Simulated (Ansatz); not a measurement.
# Be (Beryllium): from the listed structure to its properties

An exercise on one series of results from a longer session: the logs are not shown, and one member is left open.

Computed with Ansatz 0.2.0 (DFT r2SCAN, scalar-relativistic, plane waves, PAW, unless a step's input says otherwise).

## The structure to begin with

The structure is hexagonal, space group P6_3/mmc (No. 194). Conventional cell: a = 2.285 Å, b = 2.285 Å, c = 3.584 Å, α = 90.00°, β = 90.00°, γ = 120.00°. Around Be (site symmetry -6m2) lie 12 Be at 2.23 to 2.29 Å.

Structure file:

```cif
data_structure
_symmetry_space_group_name_H-M 'P6_3/mmc'
_symmetry_Int_Tables_number 194
_cell_length_a 2.2853
_cell_length_b 2.2853
_cell_length_c 3.5842
_cell_angle_alpha 90.000
_cell_angle_beta 90.000
_cell_angle_gamma 120.000
_cell_volume 16.21
loop_
_atom_site_label
_atom_site_type_symbol
_atom_site_symmetry_multiplicity
_atom_site_Wyckoff_symbol
_atom_site_fract_x
_atom_site_fract_y
_atom_site_fract_z
_atom_site_occupancy
Be1 Be 2 c 0.33333 0.66667 0.25000 1
```

The structure comes from the Crystallography Open Database.

The first run:

(A quick probe on a coarse mesh, which set the mesh and smearing, is not shown.)

input.yaml reads:

```yaml
crystal:
  lattice:
    - [2.2853, 0.0, 0.0]
    - [-1.14265, 1.9791278553, 0.0]
    - [0.0, 0.0, 3.5842]
  atoms:
    - { symbol: Be, position: [0.3333333333, 0.6666666667, 0.25] }
    - { symbol: Be, position: [0.6666666667, 0.3333333333, 0.75] }
basis:
  ecutwfc: 500
kpoints:
  mp_grid: { grid: [21, 21, 12] }
hamiltonian:
  xc: r2scan
scf:
  occupations: { method: gaussian, width: 0.1 }
output:
  forces: true
  stress: true
  eigenvalues: true
  write_density: true
  write_potential: true
  elf: true
  volumetric_format: npy
relax:
  adjacent_minimum: "off"
  f_tol: 0.005
  max_steps: 80
  cell: { stress_tol: 0.05 }
```

Run with:

```console
> ansatz run input.yaml --threads 1 --pin off --max-ram 2560MiB --backend cpu --events-out ev --progress --plain --runs-dir out
```

Among the steps run: Relaxing cell and atoms; The cell scaled to 0.97 of its volume; The cell scaled to 1.03 of its volume; Volume × 0.94; The cell scaled to 1.06 of its volume; Volume × 0.91; Volume × 1.10; The cell scaled to 0.88 of its volume.

One table of the session follows, with a row left open; its other results are not shown here.

It belongs to the step «Energy against volume». 

| volume (Å³/atom) | energy above the lowest point (meV/atom) | pressure (GPa) |
| --- | --- | --- |
| 6.957 | 52.9 | 19.62 |
| 7.194 | 28.4 | 13.70 |
| 7.431 | 12.0 | 8.52 |
| 7.668 | 2.9 | 3.98 |
| 7.905 | 0.0 | 0.00 |
| 8.143 | ? | ? |
| 8.380 | 10.2 | -6.57 |
| 8.696 | 26.8 | -10.11 |

Estimate the missing values for volume (Å³/atom) = 8.143.

Worked estimate for «energy above the lowest point (meV/atom)». A straight line through the neighbours (7.905, 0.0) and (8.380, 10.2) gives 0.0 + (10.2 − 0.0) × (8.143 − 7.905) / (8.380 − 7.905) = 5.1; a parabola fitted to 4 rows on both sides gives 2.7.

The run gave: energy above the lowest point (meV/atom): 2.7; pressure (GPa): -3.50. In «energy above the lowest point (meV/atom)» the line misses by +2.4 and the parabola by 0.0.

Limits of these values: The start is a reported cell, which holds thermal expansion that this zero-temperature run lacks.
